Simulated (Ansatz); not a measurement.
**H5Sn with multiplicity 2: molecular dynamics**

The plan is to let a guess near a reaction's saddle point go and see which way it falls. Runs: 150 steps of 0.5 fs at constant energy, with velocities drawn for 600 K; 150 steps of 0.5 fs at constant energy, with velocities drawn for 600 K. Reaction type: H-abstraction.

Method: UKS PBE-D4/def2-SVP, in Ansatz 0.2.0.

## Step 1: The starting structure

Bond lengths: Sn2–H4 1.848 Å, Sn2–H5 1.845 Å, Sn2–H6 1.864 Å. Angles: H4–Sn2–H5 101.7°, H4–Sn2–H6 101.3°, H5–Sn2–H6 101.9°.

Coordinates:

```xyz
6

H    -1.0700   -1.1854   -0.2353
Sn    0.7764    0.0723   -0.0024
H    -1.9724   -1.5003   -0.3828
H     0.0105    0.4780    1.6294
H    -0.1587    1.1834   -1.1411
H     2.4142    0.9519    0.1323
```

## Step 2: Run 1

150 steps of 0.5 fs at constant energy, with velocities drawn for 600 K.

input.yaml

```yaml
crystal:
  periodic: [false, false, false]
  atoms:
    - { symbol: H, position_ang: [-1.07, -1.1854, -0.2353] }
    - { symbol: Sn, position_ang: [0.7764, 0.0723, -0.0024] }
    - { symbol: H, position_ang: [-1.9724, -1.5003, -0.3828] }
    - { symbol: H, position_ang: [0.0105, 0.478, 1.6294] }
    - { symbol: H, position_ang: [-0.1587, 1.1834, -1.1411] }
    - { symbol: H, position_ang: [2.4142, 0.9519, 0.1323] }
magnetization:
  spin_polarized: true
  initial_magnetization: 1
basis:
  gaussian: { orbitals: def2-SVP }
hamiltonian:
  xc: pbe
  dispersion: d4
md:
  timestep: 0.5
  n_steps: 150
  ensemble: nve
  temperature: 600.0
  initial_velocities: maxwell_boltzmann
  seed: 774160
```

Command:

```
> ansatz run input.yaml --threads 1 --pin off --max-ram 2048MiB --backend cpu --events-out ev --progress --plain --runs-dir out
```

Output, cut to the lines that bear on the results:

```text
Warning: RAYON_NUM_THREADS=1 ignored (pool sized by the plan → 1); use --threads N
[...]
Functional definition: PBE
[...]
581 factors; their error is unknown
[...]
mean field -5908.91941809 eV, -217.1487834053 hartree, gradient 4.7e-5 eV, S^2 0.751474; 0 other end points of the search recorded, 0 dependent functions left out
[...]
reference -5908.91945569 eV, -217.1487847872 hartree; 14, 13 occupied and 37, 38 virtual orbitals, 581 factors
md step     0: t =     0.00 fs  T =   600.0 K  F+E_penalty+E_count = -5909.00589037 eV  E_kin = 0.310224 eV  conserved = -5908.69566637 eV  (26 SCF iters)
[...]
md step    18: t =     9.00 fs  T =   913.0 K  F+E_penalty+E_count = -5909.16846691 eV  E_kin = 0.472068 eV  conserved = -5908.69639891 eV  (27 SCF iters, 3 dispersion substeps)
[...]
md step    36: t =    18.00 fs  T =   931.6 K  F+E_penalty+E_count = -5909.17770515 eV  E_kin = 0.481682 eV  conserved = -5908.69602349 eV  (28 SCF iters, 3 dispersion substeps)
[...]
md step    54: t =    27.00 fs  T =   849.5 K  F+E_penalty+E_count = -5909.13471959 eV  E_kin = 0.439219 eV  conserved = -5908.69550056 eV  (28 SCF iters, 3 dispersion substeps)
[...]
md step    71: t =    35.50 fs  T =  1084.6 K  F+E_penalty+E_count = -5909.25749341 eV  E_kin = 0.560790 eV  conserved = -5908.69670353 eV  (28 SCF iters, 3 dispersion substeps)
md step    72: t =    36.00 fs  T =  1381.6 K  F+E_penalty+E_count = -5909.41303559 eV  E_kin = 0.714343 eV  conserved = -5908.69869209 eV  (28 SCF iters, 3 dispersion substeps)
```

## Step 3: The output, continued: dynamics from the start

Output, continued, cut to the lines that bear on the results:

```text
md step    73: t =    36.50 fs  T =  1681.9 K  F+E_penalty+E_count = -5909.57208261 eV  E_kin = 0.869588 eV  conserved = -5908.70249421 eV  (27 SCF iters, 3 dispersion substeps)
[...]
md step    92: t =    46.00 fs  T =  1553.1 K  F+E_penalty+E_count = -5909.51473714 eV  E_kin = 0.803005 eV  conserved = -5908.71173241 eV  (26 SCF iters, 3 dispersion substeps)
[...]
md step   111: t =    55.50 fs  T =   971.1 K  F+E_penalty+E_count = -5909.19220946 eV  E_kin = 0.502117 eV  conserved = -5908.69009271 eV  (26 SCF iters, 3 dispersion substeps)
[...]
md step   130: t =    65.00 fs  T =  1593.5 K  F+E_penalty+E_count = -5909.53351011 eV  E_kin = 0.823884 eV  conserved = -5908.70962654 eV  (27 SCF iters, 3 dispersion substeps)
[...]
md step   149: t =    74.50 fs  T =  1166.3 K  F+E_penalty+E_count = -5909.30092860 eV  E_kin = 0.603033 eV  conserved = -5908.69789562 eV  (27 SCF iters, 3 dispersion substeps)
[...]
md step   150: t =    75.00 fs  T =  1028.0 K  F+E_penalty+E_count = -5909.22804161 eV  E_kin = 0.531541 eV  conserved = -5908.69650037 eV  (28 SCF iters, 3 dispersion substeps)
Total energy: -5909.22808343 eV, -217.1601266472 hartree
Atom 0 at    -2.369800    -3.265743    -0.615622 Å, force    -2.569024     1.236911     2.387348 eV/Å
Atom 1 at     0.788982     0.114293    -0.002032 Å, force    -0.367592    -0.345653    -0.893863 eV/Å
Atom 2 at    -3.033056    -2.949768    -0.001541 Å, force     2.577169    -1.227548    -2.384904 eV/Å
Atom 3 at     0.106209     0.271855     1.518299 Å, force    -0.311270     0.304164     0.694935 eV/Å
Atom 4 at     0.696846     1.458543    -1.084860 Å, force     0.058937     0.125049     0.167460 eV/Å
Atom 5 at     2.341642    -0.532742     0.142934 Å, force     0.611779    -0.092923     0.029023 eV/Å
Dipole moment:    -0.006265     0.024715     0.015486 e Å
```

It took 11 min on 1 thread of Intel Xeon at 2.50GHz (Skylake/Cascade Lake), shared host; peak memory 0.12 GiB.

## Step 4: The trajectory

The trajectory, every 8 steps (energies from step 0):

| time (fs) | T (K) | potential energy change (meV/atom) | total energy change (meV/atom) | H1–H3 (Å) | Sn2–H1 (Å) |
| --- | --- | --- | --- | --- | --- |
| 0.0 | 600 | 0.0 | 0.00 | 0.97 | 2.25 |
| 4.0 | 826 | -21.7 | -2.21 | 0.70 | 2.37 |
| 8.0 | 1168 | -49.4 | -0.40 | 0.93 | 2.31 |
| 12.0 | 1402 | -70.9 | -1.82 | 0.79 | 2.45 |
| 16.0 | 1579 | -85.7 | -1.28 | 0.85 | 2.56 |
| 20.0 | 1286 | -60.1 | -0.99 | 0.86 | 2.69 |
| 24.0 | 1205 | -54.2 | -2.03 | 0.78 | 2.87 |
| 28.0 | 1390 | -68.8 | -0.68 | 0.90 | 2.99 |
| 32.0 | 1238 | -57.5 | -2.47 | 0.74 | 3.17 |
| 36.0 | 1382 | -67.9 | -0.50 | 0.92 | 3.29 |
| 40.0 | 1356 | -67.8 | -2.62 | 0.71 | 3.46 |
| 44.0 | 808 | -18.0 | -0.04 | 0.94 | 3.58 |
| 48.0 | 1623 | -90.7 | -2.52 | 0.69 | 3.74 |
| 52.0 | 519 | 7.2 | 0.22 | 0.95 | 3.86 |
| 56.0 | 1405 | -71.3 | -1.92 | 0.67 | 4.03 |
| 60.0 | 631 | -2.6 | 0.13 | 0.96 | 4.14 |
| 64.0 | 875 | -24.5 | -0.77 | 0.65 | 4.31 |
| 68.0 | 1163 | -48.6 | -0.10 | 0.96 | 4.42 |
| 72.0 | 662 | -5.1 | 0.31 | 0.64 | 4.59 |
| 75.0 | 1028 | -37.0 | -0.14 | 0.96 | 4.67 |

time (fs), T (K) and a bar:
```
      0.0        600 ##
      3.5        993 ############
      6.5       1372 #####################
     10.0        936 ###########
     13.0        921 ##########
     16.5       1417 ######################
     19.5       1131 ###############
     23.0        691 #####
     26.0        689 #####
     29.5       1601 ##########################
     32.5       1227 #################
     36.0       1382 #####################
     39.0        818 ########
     42.5        502 
     45.5       1641 ###########################
     49.0       1750 ##############################
     52.0        519 #
     55.5        971 ###########
     58.5        914 ##########
     62.0       1234 ##################
     65.0       1593 ##########################
     68.5       1330 ####################
     71.5        496 
     75.0       1028 #############
```

Bonds that form or break, judged by distance (formed within 1.15 times the sum of covalent radii and held on average over 12 fs, broken when stretched by half; pairs already stretched at the start don't count as bonds):

| time (fs) | bond | event |
| --- | --- | --- |
| 3.0 | H1–H3 | forms |

## Step 5: Positions and forces

Positions (Å) and forces (eV/Å):

```xyz
6
time_fs=9.5 T=887 dE=-0.1492
H    -1.003   -1.397   -0.162   -3.338   -0.481   -0.797
Sn    0.775    0.078   -0.002    0.179    0.052    0.629
H    -1.967   -1.499   -0.368    3.208    0.286    0.711
H    -0.035    0.369    1.518    0.151   -0.095    0.058
H    -0.006    1.132   -1.054   -0.418    0.390   -0.666
H     2.405    0.669    0.070    0.220   -0.150    0.064
6
time_fs=19.0 T=987 dE=-0.2006
H    -1.099   -1.750   -0.163   -3.225    0.783   -0.682
Sn    0.775    0.086   -0.002   -0.018   -0.001   -0.095
H    -2.016   -1.544   -0.337    3.121   -0.815    0.624
H    -0.079    0.168    1.588    0.481    0.207   -0.586
H     0.000    1.158   -1.242    0.385   -0.327    0.639
H     2.579    0.256    0.049   -0.744    0.152    0.100
6
time_fs=28.0 T=1390 dE=-0.4126
H    -1.285   -2.062   -0.222   -2.587    1.272   -0.228
Sn    0.776    0.092   -0.003    0.348   -0.988    0.670
H    -2.098   -1.680   -0.288    2.485   -1.289    0.212
H     0.017    0.147    1.595    0.215    0.217   -0.416
H     0.141    1.121   -1.180   -0.164    0.533   -0.251
H     2.531    0.049    0.106   -0.297    0.254    0.015
6
time_fs=37.5 T=1860 dE=-0.6684
H    -1.559   -2.306   -0.294    0.803   -0.466   -0.071
Sn    0.777    0.093   -0.004    0.089    0.121    0.193
H    -2.199   -1.933   -0.240   -0.853    0.446    0.071
H     0.122    0.330    1.642    0.102    0.048   -0.492
H     0.261    1.369   -1.151    0.216   -0.295    0.434
H     2.542   -0.001    0.194   -0.356    0.145   -0.134
6
time_fs=47.0 T=991 dE=-0.1926
H    -1.825   -2.530   -0.352    6.468   -3.852   -1.802
Sn    0.778    0.094   -0.005    0.424    0.439    0.955
H    -2.349   -2.218   -0.206   -6.476    3.852    1.804
H     0.143    0.538    1.641    0.164   -0.334   -0.623
H     0.461    1.518   -0.950   -0.085    0.014   -0.220
H     2.564    0.037    0.193   -0.494   -0.119   -0.114
6
time_fs=56.0 T=1405 dE=-0.4278
H    -2.019   -2.767   -0.416    3.833   -2.195   -1.808
Sn    0.781    0.097   -0.004    0.086    0.808   -0.226
H    -2.555   -2.460   -0.163   -3.829    2.202    1.811
H     0.140    0.606    1.516   -0.145   -0.230    0.347
H     0.613    1.627   -0.877   -0.114   -0.315   -0.180
H     2.504   -0.030    0.126    0.169   -0.269    0.057
6
time_fs=65.5 T=1564 dE=-0.5067
H    -2.180   -3.031   -0.517   -1.375    0.744    0.954
Sn    0.784    0.105   -0.004    0.466    0.191    0.918
H    -2.812   -2.694   -0.082    1.383   -0.735   -0.952
H     0.028    0.522    1.662    0.552   -0.306   -0.985
H     0.674    1.567   -0.968   -0.039   -0.063    0.004
H     2.596   -0.270    0.104   -0.987    0.170    0.061
6
time_fs=75.0 T=1028 dE=-0.2222
H    -2.370   -3.266   -0.616   -2.569    1.237    2.387
Sn    0.789    0.114   -0.002   -0.368   -0.346   -0.894
H    -3.033   -2.950   -0.002    2.577   -1.228   -2.385
H     0.106    0.272    1.518   -0.311    0.304    0.695
H     0.697    1.458   -1.085    0.059    0.125    0.168
H     2.342   -0.533    0.143    0.612   -0.093    0.029
```

On run 1: At the last frame the bonds meant to form are there and those meant to break are gone: it fell to the products. The temperature starts at 600 K and averages 1135 K in the second half, where it ranges from 416 to 1860 K; the start was no minimum (force components up to 3.2 eV/Å), and the potential energy that it sheds (47 meV/atom) turns into motion, which in so few atoms is no thermal temperature. The total energy strays from its start by at most 2.96 meV/atom, 3.2 % of the mean kinetic energy, fair for a step of 0.5 fs. The bonding pattern changes, first at 3.0 fs: H1–H3 forms. By that distance rule the pieces at the end are H3Sn + H2; a long dative bond can count as broken.

## Step 6: Run 2

150 steps of 0.5 fs at constant energy, with velocities drawn for 600 K.

input.yaml: that of step 2 with these lines changed.

```diff
@@ -23,2 +23,2 @@
   initial_velocities: maxwell_boltzmann
-  seed: 774160
+  seed: 901545
```

Command:

```
> ansatz run input.yaml --threads 1 --pin off --max-ram 2048MiB --backend cpu --events-out ev --progress --plain --runs-dir out
```

Output, cut to the lines that bear on the results:

```text
Warning: RAYON_NUM_THREADS=1 ignored (pool sized by the plan → 1); use --threads N
[...]
[... 1 set-up line as earlier in the session ...]
[...]
581 factors; their error is unknown
[...]
mean field -5908.91941809 eV, -217.1487834053 hartree, gradient 4.7e-5 eV, S^2 0.751474; 0 other end points of the search recorded, 0 dependent functions left out
[...]
reference -5908.91945569 eV, -217.1487847872 hartree; 14, 13 occupied and 37, 38 virtual orbitals, 581 factors
md step     0: t =     0.00 fs  T =   600.0 K  F+E_penalty+E_count = -5909.00589037 eV  E_kin = 0.310224 eV  conserved = -5908.69566637 eV  (26 SCF iters)
[...]
md step    19: t =     9.50 fs  T =  1003.6 K  F+E_penalty+E_count = -5909.21750892 eV  E_kin = 0.518910 eV  conserved = -5908.69859936 eV  (26 SCF iters, 3 dispersion substeps)
[...]
md step    38: t =    19.00 fs  T =  1636.9 K  F+E_penalty+E_count = -5909.55157866 eV  E_kin = 0.846363 eV  conserved = -5908.70521530 eV  (25 SCF iters, 3 dispersion substeps)
[...]
md step    57: t =    28.50 fs  T =  1445.2 K  F+E_penalty+E_count = -5909.45574412 eV  E_kin = 0.747201 eV  conserved = -5908.70854333 eV  (22 SCF iters, 3 dispersion substeps)
[...]
md step    74: t =    37.00 fs  T =  1199.3 K  F+E_penalty+E_count = -5909.32551483 eV  E_kin = 0.620077 eV  conserved = -5908.70543817 eV  (26 SCF iters, 3 dispersion substeps)
md step    75: t =    37.50 fs  T =   810.5 K  F+E_penalty+E_count = -5909.10894015 eV  E_kin = 0.419059 eV  conserved = -5908.68988138 eV  (27 SCF iters, 3 dispersion substeps)
```

## Step 7: The output, continued: dynamics from the start

Output, continued, cut to the lines that bear on the results:

```text
md step    76: t =    38.00 fs  T =   762.3 K  F+E_penalty+E_count = -5909.08302971 eV  E_kin = 0.394145 eV  conserved = -5908.68888486 eV  (28 SCF iters, 3 dispersion substeps)
[...]
md step    94: t =    47.00 fs  T =  1756.0 K  F+E_penalty+E_count = -5909.61831079 eV  E_kin = 0.907932 eV  conserved = -5908.71037866 eV  (24 SCF iters, 3 dispersion substeps)
[...]
md step   112: t =    56.00 fs  T =  1591.0 K  F+E_penalty+E_count = -5909.53028661 eV  E_kin = 0.822595 eV  conserved = -5908.70769132 eV  (28 SCF iters, 3 dispersion substeps)
[...]
md step   130: t =    65.00 fs  T =  1246.9 K  F+E_penalty+E_count = -5909.34389067 eV  E_kin = 0.644707 eV  conserved = -5908.69918334 eV  (28 SCF iters, 3 dispersion substeps)
[...]
md step   149: t =    74.50 fs  T =  1081.9 K  F+E_penalty+E_count = -5909.25500391 eV  E_kin = 0.559406 eV  conserved = -5908.69559782 eV  (29 SCF iters, 3 dispersion substeps)
[...]
md step   150: t =    75.00 fs  T =  1107.4 K  F+E_penalty+E_count = -5909.26833411 eV  E_kin = 0.572589 eV  conserved = -5908.69574490 eV  (28 SCF iters, 3 dispersion substeps)
Total energy: -5909.26837674 eV, -217.1616073993 hartree
Atom 0 at    -2.056313    -3.122540    -0.708893 Å, force    -3.136588    -1.875697    -0.726436 eV/Å
Atom 1 at     0.777402     0.121907     0.010344 Å, force     0.214034    -0.025209     0.019098 eV/Å
Atom 2 at    -2.863975    -3.607592    -0.896062 Å, force     3.148430     1.889936     0.729471 eV/Å
Atom 3 at     1.105805     0.543145     1.710720 Å, force    -0.068996     0.083974    -0.479571 eV/Å
Atom 4 at     0.987856     1.411218    -1.197700 Å, force    -0.023134    -0.177531     0.428273 eV/Å
Atom 5 at     1.932235    -1.138766    -0.406347 Å, force    -0.133746     0.104526     0.029165 eV/Å
Dipole moment:    -0.057608     0.017556     0.004464 e Å
```

Run time: 7 min. Hardware: 1 thread of Intel Xeon at 2.50GHz (Skylake/Cascade Lake), shared host; peak memory 0.12 GiB.

## Step 8: What the atoms did

The trajectory, every 8 steps (energies from step 0):

| time (fs) | T (K) | potential energy change (meV/atom) | total energy change (meV/atom) | H1–H3 (Å) | Sn2–H1 (Å) |
| --- | --- | --- | --- | --- | --- |
| 0.0 | 600 | 0.0 | 0.00 | 0.97 | 2.25 |
| 4.0 | 521 | 7.5 | 0.70 | 0.64 | 2.43 |
| 8.0 | 572 | 2.4 | -0.02 | 0.98 | 2.32 |
| 12.0 | 700 | -8.0 | 0.63 | 0.64 | 2.57 |
| 16.0 | 1043 | -38.3 | -0.13 | 0.97 | 2.52 |
| 20.0 | 1350 | -66.7 | -2.05 | 0.69 | 2.77 |
| 24.0 | 1076 | -41.3 | -0.22 | 0.93 | 2.79 |
| 28.0 | 1720 | -99.1 | -2.53 | 0.75 | 3.00 |
| 32.0 | 1071 | -41.1 | -0.54 | 0.89 | 3.08 |
| 36.0 | 1603 | -88.5 | -2.04 | 0.79 | 3.25 |
| 40.0 | 1276 | -59.3 | -1.06 | 0.85 | 3.35 |
| 44.0 | 1621 | -89.4 | -1.46 | 0.82 | 3.48 |
| 48.0 | 1883 | -112.2 | -1.66 | 0.82 | 3.61 |
| 52.0 | 1426 | -72.2 | -1.08 | 0.85 | 3.72 |
| 56.0 | 1591 | -87.4 | -2.00 | 0.80 | 3.86 |
| 60.0 | 982 | -33.7 | -0.84 | 0.87 | 3.95 |
| 64.0 | 1476 | -77.8 | -2.23 | 0.78 | 4.11 |
| 68.0 | 1457 | -74.7 | -0.80 | 0.88 | 4.19 |
| 72.0 | 1713 | -98.4 | -2.46 | 0.76 | 4.37 |
| 75.0 | 1107 | -43.7 | -0.01 | 0.96 | 4.37 |

time (fs), T (K) and a bar:
```
      0.0        600 ####
      3.5        449 
      6.5        939 ############
     10.0       1219 ###################
     13.0        978 #############
     16.5        976 #############
     19.5       1619 #############################
     23.0       1475 ##########################
     26.0       1042 ###############
     29.5        831 ##########
     32.5        825 #########
     36.0       1603 #############################
     39.0       1384 #######################
     42.5        785 ########
     45.5       1285 #####################
     49.0       1304 #####################
     52.0       1426 ########################
     55.5       1594 #############################
     58.5        494 #
     62.0        546 ##
     65.0       1247 ####################
     68.5       1652 ##############################
     71.5       1444 #########################
     75.0       1107 ################
```

Bonds that form or break, judged by distance (formed within 1.15 times the sum of covalent radii and held on average over 12 fs, broken when stretched by half; pairs already stretched at the start don't count as bonds):

| time (fs) | bond | event |
| --- | --- | --- |
| 1.5 | H1–H3 | forms |

## Step 9: Positions and forces

Positions (Å) and forces (eV/Å):

```xyz
6
time_fs=9.5 T=1004 dE=-0.2116
H    -1.130   -1.302   -0.371   -2.450   -1.371   -0.001
Sn    0.775    0.076   -0.002    0.424    0.221    0.316
H    -1.943   -1.716   -0.367    2.312    1.199   -0.022
H     0.162    0.665    1.462   -0.364   -0.231    0.919
H    -0.106    1.188   -0.906   -0.354    0.365   -0.953
H     2.388    0.666    0.167    0.432   -0.183   -0.259
6
time_fs=19.0 T=1637 dE=-0.5457
H    -1.274   -1.564   -0.510   -0.959   -0.550    0.201
Sn    0.775    0.085    0.001    0.141    0.641    0.381
H    -1.984   -1.938   -0.371    0.869    0.478   -0.205
H     0.178    0.583    1.654    0.316   -0.246   -0.696
H    -0.106    1.206   -1.139    0.562   -0.426    0.405
H     2.616    0.180   -0.004   -0.928    0.104   -0.086
6
time_fs=28.0 T=1720 dE=-0.5944
H    -1.423   -1.855   -0.609    0.771    0.355   -0.212
Sn    0.774    0.095    0.005    0.722   -1.119   -0.352
H    -2.074   -2.160   -0.406   -0.839   -0.397    0.214
H     0.312    0.382    1.593   -0.139    0.364    0.566
H     0.189    1.044   -1.244   -0.303    0.625   -0.370
H     2.495   -0.152   -0.215   -0.212    0.172    0.154
6
time_fs=37.5 T=810 dE=-0.1030
H    -1.607   -2.170   -0.659    6.257    2.586   -1.880
Sn    0.774    0.101    0.007    0.240   -0.562   -0.453
H    -2.173   -2.403   -0.487   -6.292   -2.609    1.879
H     0.429    0.411    1.736    0.273    0.265   -0.681
H     0.389    1.175   -1.367    0.040    0.000    0.727
H     2.433   -0.474   -0.391   -0.516    0.321    0.407
6
time_fs=47.0 T=1756 dE=-0.6124
H    -1.724   -2.435   -0.696    2.971    1.251   -0.577
Sn    0.774    0.103    0.007    0.147   -0.415   -0.313
H    -2.353   -2.698   -0.572   -2.976   -1.252    0.578
H     0.666    0.667    1.615    0.031    0.118    0.386
H     0.565    1.418   -1.077   -0.053    0.235   -0.174
H     2.333   -0.626   -0.326   -0.119    0.064    0.099
6
time_fs=56.0 T=1591 dE=-0.5244
H    -1.818   -2.662   -0.714   -0.749   -0.337    0.055
Sn    0.773    0.104    0.005    0.471    1.089    0.601
H    -2.539   -2.994   -0.665    0.757    0.347   -0.053
H     0.943    0.958    1.588   -0.161   -0.632   -0.222
H     0.708    1.691   -0.839    0.025   -0.652   -0.260
H     2.285   -0.818   -0.204   -0.342    0.186   -0.122
6
time_fs=65.5 T=1059 dE=-0.2383
H    -1.908   -2.882   -0.715   -3.053   -1.592   -0.230
Sn    0.774    0.112    0.006    0.814   -0.216    0.309
H    -2.735   -3.316   -0.778    3.067    1.608    0.233
H     1.098    0.854    1.543   -0.181   -0.209    0.394
H     0.866    1.608   -0.850   -0.037    0.028   -0.578
H     2.205   -0.982   -0.215   -0.611    0.381   -0.130
6
time_fs=75.0 T=1107 dE=-0.2624
H    -2.056   -3.123   -0.709   -3.137   -1.876   -0.726
Sn    0.777    0.122    0.010    0.214   -0.025    0.019
H    -2.864   -3.608   -0.896    3.148    1.890    0.730
H     1.106    0.543    1.711   -0.069    0.084   -0.480
H     0.988    1.411   -1.198   -0.023   -0.177    0.428
H     1.932   -1.139   -0.406   -0.134    0.104    0.029
```

On run 2: At the last frame the bonds meant to form are there and those meant to break are gone: it fell to the products. The temperature starts at 600 K and averages 1180 K in the second half, where it ranges from 480 to 1966 K; the start was no minimum (force components up to 3.2 eV/Å), and the potential energy that it sheds (51 meV/atom) turns into motion, which in so few atoms is no thermal temperature. The total energy strays from its start by at most 2.73 meV/atom, 2.8 % of the mean kinetic energy, fair for a step of 0.5 fs. The bonding pattern changes, first at 1.5 fs: H1–H3 forms. By that distance rule the pieces at the end are H3Sn + H2; a long dative bond can count as broken.

## Step 10: Outcome

| quantity | value |
| --- | --- |
| run 1: length | 150 steps of 0.5 fs |
| run 1: temperature, first and last step | 600 and 1028 K |
| run 1: temperature, second half | mean 1135 K, from 416 to 1860 K |
| run 1: potential energy, second half | -47 meV/atom from this run's first step |
| run 1: largest change of the total energy | 2.96 meV/atom |
| run 1: bonds formed or broken | 1 |
| run 2: length | 150 steps of 0.5 fs |
| run 2: temperature, first and last step | 600 and 1107 K |
| run 2: temperature, second half | mean 1180 K, from 480 to 1966 K |
| run 2: potential energy, second half | -51 meV/atom from this run's first step |
| run 2: largest change of the total energy | 2.73 meV/atom |
| run 2: bonds formed or broken | 1 |

What this shows: Mean temperatures of the second halves: 1135 K, 1180 K. Bonds changed in run 1, run 2. Run 1: at the last frame the bonds meant to form are there and those meant to break are gone: it fell to the products. Run 2: at the last frame the bonds meant to form are there and those meant to break are gone: it fell to the products. Averages from a run of 75 fs with 6 atoms are rough. The nuclei move classically, without zero-point motion, which matters most for hydrogen.
